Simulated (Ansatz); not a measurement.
# LiZr4N: the cost of one run

Method: DFT PBE, scalar-relativistic, plane waves, PAW, unless a step names another level, in Ansatz 0.2.0.

**1. The structure to begin with**

Symmetry: P-3m1, No. 164, trigonal system. The conventional cell has a = 3.199 Å, b = 3.199 Å, c = 13.423 Å, α = 90.00°, β = 90.00°, γ = 120.00°. Li (site symmetry -3m) is surrounded by 6 Li at 3.20 Å and 6 Zr at 3.30 Å. Zr (site symmetry 3m) is surrounded by 3 N at 2.27 Å. Zr (site symmetry 3m) is surrounded by 9 Zr at 3.20 to 3.24 Å and 3 Li at 3.30 Å. N (site symmetry -3m) is surrounded by 6 Zr at 2.27 Å.

Coordinates:

```xyz
6
Lattice="3.1990 0.0000 0.0000 -1.5995 2.7704 0.0000 0.0000 0.0000 13.4229" Properties=species:S:1:pos:R:3 pbc="T T T"
Li    0.0000    0.0000    0.0000
Zr    1.5995    0.9235    5.3918
Zr    0.0000    1.8469    8.0311
Zr    1.5995    0.9235   10.6878
Zr    0.0000    1.8469    2.7351
N     0.0000    0.0000    6.7114
```

It came out lowest among 22 distinct ends of the trial cells. At a tolerance of 0.05 Å it has space group P-3m1 (No. 164).

**2. Tight relaxation for the response runs, on the response runs' mesh and smearing**

input.yaml

```yaml
crystal:
  lattice:
    - [3.1989891621, 0.0, 0.0]
    - [-1.5994945811, 2.7704058808, 0.0]
    - [0.0, 0.0, 13.4228966328]
  atoms:
    - { symbol: Li, position: [0.0, 0.0, 0.0] }
    - { symbol: Zr, position: [0.6666666667, 0.3333333333, 0.4016873324] }
    - { symbol: Zr, position: [0.3333333333, 0.6666666667, 0.5983126676] }
    - { symbol: Zr, position: [0.6666666667, 0.3333333333, 0.7962340137] }
    - { symbol: Zr, position: [0.3333333333, 0.6666666667, 0.2037659863] }
    - { symbol: "N", position: [0.0, 0.0, 0.5] }
basis:
  ecutwfc: 420
kpoints:
  mp_grid: { grid: [12, 12, 4] }
hamiltonian:
  xc: pbe
scf:
  occupations: { method: gaussian, width: 0.1 }
output:
  forces: true
  stress: true
  eigenvalues: true
  write_density: true
  write_potential: true
  elf: true
  volumetric_format: npy
relax:
  adjacent_minimum: "off"
  f_tol: 0.001
  max_steps: 60
  cell: { stress_tol: 0.01 }
```

Run with:

```console
$ ansatz run input.yaml --threads 3 --pin off --max-ram 7680MiB --backend cpu --events-out ev --progress --plain --runs-dir out
```

Q: Estimate wall time and peak memory on 3 threads of AMD EPYC (Zen 3), shared host.

About 70 s, with a peak of 0.61 GiB.
